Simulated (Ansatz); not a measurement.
Working through a rigid scan of one bond length of GeH2S, SMILES [SH][GeH]

Program: Ansatz 0.2.0, Python API.

Typed at the interpreter:
```pycon
>>> import warnings
>>> import ansatz
>>> import numpy as np
>>> BASIS_SET = "def2-SVP"
>>> METHOD = "ccsd_t"
>>> warnings.simplefilter("ignore", ansatz.DeckWarning)
>>> geometry_ang = [
...     ("S", [-0.5434, -1.1505, 0.5933]),
...     ("Ge", [-0.5614, 0.5903, -0.8496]),
...     ("H", [0.774, -1.2484, 0.5086]),
...     ("H", [0.3863, 1.7484, -0.2725]),
... ]
>>> geometry = ansatz.Crystal.molecule()
>>> for symbol, xyz in geometry_ang:
...     geometry = geometry.atom(symbol, xyz)
...
>>> symbols = [site.symbol for site in geometry.cartesian_sites]
>>> start = np.array([site.position_ang for site in geometry.cartesian_sites])
>>> axis = (start[0] - start[1]) / np.linalg.norm(start[0] - start[1])
>>> moving = [0, 2]
>>> lengths, energies = [1.99, 2.08, 2.171, 2.261, 2.352, 2.442, 2.532, 2.668], []
>>> for length in lengths:
...     xyz = start.copy()
...     xyz[moving] += (length - np.linalg.norm(start[0] - start[1])) * axis
...     point = ansatz.Crystal.molecule()
...     for symbol, place in zip(symbols, xyz):
...         point = point.atom(symbol, place.tolist())
...     base = point.calculation()
...     base = base.basis(gaussian=BASIS_SET)
...     base = base.correlation(METHOD)
...     r = base.run(threads=1, backend="cpu").report
...     energies.append(r["free_energy_ev"])
...     print(f"r = {length:6.3f} A  E = {energies[-1]:.5f} eV  <S^2> = {abs(r['mean_field']['state']['spin_squared']):.3f}")
...
r =  1.990 A  E = -67321.04917 eV  <S^2> = 0.000
r =  2.080 A  E = -67321.48116 eV  <S^2> = 0.000
r =  2.171 A  E = -67321.70480 eV  <S^2> = 0.000
r =  2.261 A  E = -67321.77902 eV  <S^2> = 0.000
r =  2.352 A  E = -67321.75169 eV  <S^2> = 0.000
r =  2.442 A  E = -67321.65598 eV  <S^2> = 0.000
r =  2.532 A  E = -67321.51535 eV  <S^2> = 0.000
r =  2.668 A  E = -67321.25369 eV  <S^2> = 0.000
>>> # quartic fit about the minimum
>>> fit = np.polynomial.Polynomial.fit(lengths, np.array(energies) - min(energies), 4).convert()
>>> roots = [r.real for r in fit.deriv().roots() if abs(r.imag) < 1e-9 and fit.deriv(2)(r.real) > 0]
>>> r_e = min(roots, key=lambda r: abs(r - lengths[int(np.argmin(energies))]))
>>> print(f"minimum of the fit at {r_e:.4f} A, force constant {fit.deriv(2)(r_e):.2f} eV/A^2")
minimum of the fit at 2.2758 A, force constant 11.72 eV/A^2
```

Reading the output:
- Total energies depend on the basis set; only differences at equal settings carry meaning.
- The rest of the molecule is held rigid at a force-field or estimated start geometry, and the basis set is modest; single-reference methods fail as a bond breaks.
- The orbitals are restricted, so S² is zero by construction.
- S² is that of the Hartree-Fock reference.
- Run time: 12 s on 1 thread of Arm Neoverse V1, with other jobs on the host, peak memory 0.19 GiB.

(Lines on the test bed's own set-up are left out of the output.)
